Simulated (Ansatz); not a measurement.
# MoSe: the cost of one run

Computed with Ansatz 0.2.0 (DFT PBE+U, scalar-relativistic, plane waves, PAW, unless a step's input says otherwise).

### Step 1. The starting structure

Symmetry: Pm-3m, No. 221, cubic system. Conventional cell: a = 3.280 Å, b = 3.280 Å, c = 3.280 Å, α = 90.00°, β = 90.00°, γ = 90.00°. Mo (site symmetry m-3m) has 8 Se at 2.84 Å as nearest neighbours. Se (site symmetry m-3m) is surrounded by 8 Mo at 2.84 Å.

Coordinates:

```
Mo Se
1.0
     3.28007    0.00000    0.00000
     0.00000    3.28007    3.28007
     0.00000    0.00000    6.56014
Mo Se
2 2
Direct
  0.00000 0.00000 0.00000
  0.00000 0.00000 0.50000
  0.50000 0.50000 0.00000
  0.50000 0.50000 0.50000
```

### Step 2. Volume dafm1: 0.8 V/V0

input.yaml

```yaml
crystal:
  lattice:
    - [3.2800703421, 0.0, 0.0]
    - [0.0, 3.2800703421, 3.2800703421]
    - [0.0, 0.0, 6.5601406842]
  atoms:
    - { symbol: Mo, position: [0.0, 0.0, 0.0], spin: 2.0 }
    - { symbol: Se, position: [0.5, 0.5, 0.0] }
    - { symbol: Mo, position: [0.0, 0.0, 0.5], spin: -2.0 }
    - { symbol: Se, position: [0.5, 0.5, 0.5] }
basis:
  ecutwfc: 420
kpoints:
  mp_grid: { grid: [12, 12, 6] }
hamiltonian:
  xc: pbe
  hubbard: { sites: [{ species: Mo, l: d, u_eff: 4.38 }] }
scf:
  occupations: { method: gaussian, width: 0.1 }
output:
  forces: true
  stress: true
  eigenvalues: true
  populations: true
magnetization:
  spin_polarized: true
```

The run is started by

```console
> ansatz run input.yaml --threads 1 --pin off --max-ram 2560MiB --backend cpu --events-out ev --progress --plain --runs-dir out
```

What time and memory should one allow on 1 thread of Arm Neoverse V1, shared host?

About 62 s, with a peak of 0.87 GiB.
